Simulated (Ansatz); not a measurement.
# BPH6 (built from SMILES B.P): a reaction path by the nudged elastic band

Aim: the minimum-energy path between two given structures and its highest point. Both ends were relaxed at PBE0-D4 in triple zeta.

Method: PBE0-D4/def2-SVP; program: Ansatz 0.2.0, Gaussian basis.

22 further runs of the same task are left out: 22 set aside as unsound or not needed.

## Step 1: Starting geometry

The first end: 8 atoms, charge 0, spin multiplicity 1.

Atoms are counted from 1 here; the program's logs count them from 0.

Bond lengths: B1–H2 1.215 Å, B1–H3 1.198 Å, B1–H4 1.198 Å, B1–H5 1.377 Å, H5–P6 1.540 Å, P6–H7 1.422 Å, P6–H8 1.422 Å. Angles: H2–B1–H3 113.9°, H2–B1–H4 113.9°, H2–B1–H5 74.7°, H3–B1–H4 120.0°, H3–B1–H5 112.9°, H4–B1–H5 112.9°, B1–H5–P6 97.5°, H5–P6–H7 82.8°, H5–P6–H8 82.8°, H7–P6–H8 93.4°.

Geometry (Å):

```
B    -0.7180   -0.5650   -0.4558
H    -0.4424   -1.6658   -0.0219
H    -0.4567   -0.4205   -1.6163
H    -1.7293   -0.1047   -0.0071
H     0.3694   -0.3697    0.3656
P     0.4997    1.1516    0.1688
H     1.8716    0.8294   -0.0201
H     0.6055    1.1448    1.5867
```

The second end:

```xyz
8

B    -0.5920   -0.2006   -0.4283
H    -0.3248   -1.4854    0.0343
H    -0.4354   -0.4841   -1.5799
H    -1.6995   -0.1699    0.0227
H     0.2273   -0.9435    0.3633
P     0.4952    1.3324    0.1293
H     1.8024    0.8168   -0.0769
H     0.5268    1.1343    1.5354
```

## Step 2: The band at PBE0-D4/def2-SVP

File neb/in.yaml:

```yaml
crystal:
  periodic: [false, false, false]
  atoms:
    - {symbol: B, position_ang: [-0.717974, -0.565036, -0.455778]}
    - {symbol: H, position_ang: [-0.442385, -1.665846, -0.021914]}
    - {symbol: H, position_ang: [-0.456665, -0.420515, -1.616290]}
    - {symbol: H, position_ang: [-1.729251, -0.104673, -0.007146]}
    - {symbol: H, position_ang: [0.369406, -0.369747, 0.365572]}
    - {symbol: P, position_ang: [0.499715, 1.151583, 0.168805]}
    - {symbol: H, position_ang: [1.871617, 0.829388, -0.020063]}
    - {symbol: H, position_ang: [0.605536, 1.144847, 1.586714]}
basis:
  gaussian: {orbitals: def2-SVP}
hamiltonian: {xc: pbe0, dispersion: d4}
neb:
  images: 5
  climbing: true
  max_iterations: 40
  initial_path: idpp
  final_atoms:
    - {symbol: B, position_ang: [-0.591967, -0.200559, -0.428344]}
    - {symbol: H, position_ang: [-0.324812, -1.485385, 0.034322]}
    - {symbol: H, position_ang: [-0.435411, -0.484058, -1.579922]}
    - {symbol: H, position_ang: [-1.699532, -0.169901, 0.022663]}
    - {symbol: H, position_ang: [0.227321, -0.943517, 0.363320]}
    - {symbol: P, position_ang: [0.495199, 1.332374, 0.129346]}
    - {symbol: H, position_ang: [1.802438, 0.816780, -0.076879]}
    - {symbol: H, position_ang: [0.526762, 1.134266, 1.535393]}
```

The run is started by

```bash
$ ansatz run in.yaml --threads 2 --pin off --events-out ev --progress --plain --max-ram 4352MiB
```

What it wrote (excerpt; [...] marks lines left out):

```text
Functional definition: PBE0
  name "PBE0"
  cite "Adamo & Barone, J. Chem. Phys. 110, 6158 (1999) doi:10.1063/1.478522"
  cite "Perdew, Burke & Ernzerhof, Phys. Rev. Lett. 77, 3865 (1996) doi:10.1103/PhysRevLett.77.3865"
  parent pbe
[...]
667 factors; integrals over basis functions are off by at most 3.5e-4 eV
[...]
mean field -10052.99775184 eV, -369.4408532136 hartree, gradient 1.5e-5 eV, S^2 0.000000; 0 other end points of the search recorded, 0 dependent functions left out
[...]
reference -10052.99777424 eV, -369.4408540366 hartree; 13, 13 occupied and 49, 49 virtual orbitals, 667 factors
[... from here to the last solve, the lines of the solves are left out (65 solves) ...]
WARN: NEB end point (image 0): max|allowed force component| = 2.715e-1 eV/Å (the criterion of neb.relax_end_points is 1.000e-2). That is over neb.f_tol: it is no minimum, so the barrier can be far off. Relax it first
WARN: NEB end point (image 6): max|allowed force component| = 3.291e-1 eV/Å (the criterion of neb.relax_end_points is 1.000e-2). That is over neb.f_tol: it is no minimum, so the barrier can be far off. Relax it first
NEB iter   1: max|band force component| = 1.053e0 eV/Å  barrier→ = 0.1318 eV  barrier← = 0.2033 eV  Δτ_max = 0.1381 Å  (148 SCF iters)
[...]
NEB iter   4: max|band force component| = 6.300e-2 eV/Å  barrier→ = 0.0378 eV  barrier← = 0.1093 eV  CI = image 3  Δτ_max = 0.0051 Å  (100 SCF iters)
[...]
NEB iter   5: max|band force component| = 1.773e-2 eV/Å  barrier→ = 0.0375 eV  barrier← = 0.1090 eV  CI = image 3  Δτ_max = 0.0000 Å  (808 SCF iters)
Total energy: -10053.05080294 eV, -369.4428028056 hartree
Atom 0 at    -0.662664    -0.416568    -0.441327 Å, force     0.006137     0.010158     0.002986 eV/Å
Atom 1 at    -0.275384    -1.508167     0.078848 Å, force    -0.002661    -0.004067    -0.001236 eV/Å
Atom 2 at    -0.438058    -0.510426    -1.622061 Å, force    -0.001643    -0.001434     0.001095 eV/Å
Atom 3 at    -1.745906    -0.185009     0.034437 Å, force     0.000282    -0.002120    -0.001422 eV/Å
Atom 4 at     0.332190    -0.536655     0.367715 Å, force     0.002566     0.004932     0.001076 eV/Å
Atom 5 at     0.452690     1.220906     0.117613 Å, force    -0.014913    -0.001116    -0.011657 eV/Å
Atom 6 at     1.807018     0.809096    -0.076555 Å, force     0.010577    -0.004427    -0.002109 eV/Å
Atom 7 at     0.530113     1.126823     1.541230 Å, force    -0.000344    -0.001925     0.011267 eV/Å
Dipole moment:     0.308355    -0.057845     0.254794 e Å
```

Run time: 53 s. Hardware: 2 threads of Intel Xeon Platinum 8375C at 2.90GHz, shared host.

The last band:

```tsv
image	path (Å)	energy (kJ/mol)	B1–P6 (Å)	H2–H5 (Å)	B1–H2 (Å)	H5–P6 (Å)
0	0.00	0.0	2.20	1.58	1.21	1.54
1	0.13	-0.2	2.14	1.45	1.23	1.59
2	0.26	2.1	2.09	1.32	1.25	1.67
3	0.38	3.6	2.06	1.18	1.27	1.78
4	0.56	0.0	2.02	1.01	1.31	1.95
5	0.73	-6.0	1.99	0.90	1.37	2.14
6	0.90	-6.9	1.96	0.84	1.39	2.30
```

The highest image, 3:

```
B    -0.6627   -0.4166   -0.4413
H    -0.2754   -1.5082    0.0788
H    -0.4381   -0.5104   -1.6221
H    -1.7459   -0.1850    0.0344
H     0.3322   -0.5367    0.3677
P     0.4527    1.2209    0.1176
H     1.8070    0.8091   -0.0766
H     0.5301    1.1268    1.5412
```

## Step 3: Outcome

| quantity | value |
| --- | --- |
| PBE0-D4/def2-SVP, 5 iterations | highest 3.6 kJ/mol (image 3), last end -6.9 kJ/mol |
| from earlier runs: barrier over the separately found saddle, CCSD(T)/def2-TZVPP | 16.9 kJ/mol |

**Reading.** The highest image lies 3.6 kJ/mol above the first end, and it climbed, so it estimates the saddle. The ends are not quite minima at this level (largest force component 0.33 eV/Å), so the heights are unreliable: relaxing the first end would lower it and raise the barrier above it. The highest image is 13.3 kJ/mol below the CCSD(T) barrier in triple zeta, which comes from separate runs on the saddle.
